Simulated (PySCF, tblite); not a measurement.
# C3H12NPSi2: infrared bands and NMR shifts

Aim: predict the infrared bands and NMR shifts of C3H12NPSi2 (`[SiH3]N([SiH3])P1CCC1`).

Programs: tblite 0.8.0 and PySCF 2.14.0, with density-fitted response routines of our own. Each step states its level of theory. These are calculated values for one molecule in the gas phase, unless marked as measured. Atoms count from 0, in the outputs and in this text.

### Step 1. The starting structure

19 atoms, charge 0, multiplicity 1; geometry from: GFN2-xTB.

Bonds of the start (Å): Si0–N1 1.74, N1–Si2 1.74, N1–P3 1.73, P3–C4 1.89, C4–C5 1.53, C5–C6 1.53, C6–P3 1.89, Si0–H7 1.46, Si0–H8 1.47, Si0–H9 1.46, Si2–H10 1.47, Si2–H11 1.46, Si2–H12 1.46, C4–H13 1.09, C4–H14 1.09, C5–H15 1.09, C5–H16 1.09, C6–H17 1.09, C6–H18 1.09.

### Step 2. Harmonic vibrations with GFN2-xTB

The job: settings as JSON, then the geometry in Å.

```
{"job": {"kind": "ir", "xc": "GFN2-xTB", "basis": "xTB"}, "charge": 0, "multiplicity": 1}
Si    -1.798719     1.666094     0.131597
N     -1.103457     0.072073     0.269725
Si    -1.990864    -1.349080    -0.212489
P      0.367815    -0.096235     1.171409
C      1.373839    -1.267993     0.090582
C      2.438010    -0.189428    -0.144474
C      1.547700     1.009777     0.201870
H     -0.995164     2.560101     0.964430
H     -1.746832     2.069230    -1.279507
H     -3.188241     1.626772     0.585829
H     -1.866685    -1.500550    -1.668220
H     -1.404641    -2.491450     0.485904
H     -3.396647    -1.175494     0.148957
H      1.726259    -2.184667     0.562880
H      0.828992    -1.516523    -0.819268
H      2.863530    -0.173587    -1.149214
H      3.255700    -0.286531     0.570368
H      2.031876     1.813640     0.755743
H      1.047728     1.423099    -0.673584
```

**Question.** This job is followed by: GIAO PBE0/pcSseg-1 NMR shielding, non-relativistic, gas phase. What will the session give for the following? strongest single infrared mode (GFN2-xTB); zero-point energy (GFN2-xTB); 13C shifts against TMS (PBE0/pcSseg-1, means over atoms taken as alike); 1H shifts against TMS (PBE0/pcSseg-1, means over atoms taken as alike); 29Si shifts against TMS (PBE0/pcSseg-1, means over atoms taken as alike); 15N shifts against NH3 (PBE0/pcSseg-1); 31P shifts against H3PO4 (PBE0/pcSseg-1).

**Answer**, as computed:

```
                                                                quantity                  value
                               strongest single infrared mode (GFN2-xTB)  2270 cm⁻¹, 684 km/mol
                                            zero-point energy (GFN2-xTB)          85.4 kcal/mol
 13C shifts against TMS (PBE0/pcSseg-1, means over atoms taken as alike)         31.5, 20.6 ppm
  1H shifts against TMS (PBE0/pcSseg-1, means over atoms taken as alike)   4.69, 2.63, 2.17 ppm
29Si shifts against TMS (PBE0/pcSseg-1, means over atoms taken as alike)              -54.7 ppm
                                  15N shifts against NH3 (PBE0/pcSseg-1)                0.9 ppm
                                31P shifts against H3PO4 (PBE0/pcSseg-1)               92.2 ppm
```

In words: No mode is imaginary among the 51: a minimum at this level. GFN2-xTB is a fitted tight-binding method: band positions and strengths are rough. Its intensities can rank the bands wrongly. At PBE0/pcSseg-1: The widest tensor belongs to P3: span 124 ppm, with a paramagnetic part of -739 ppm.
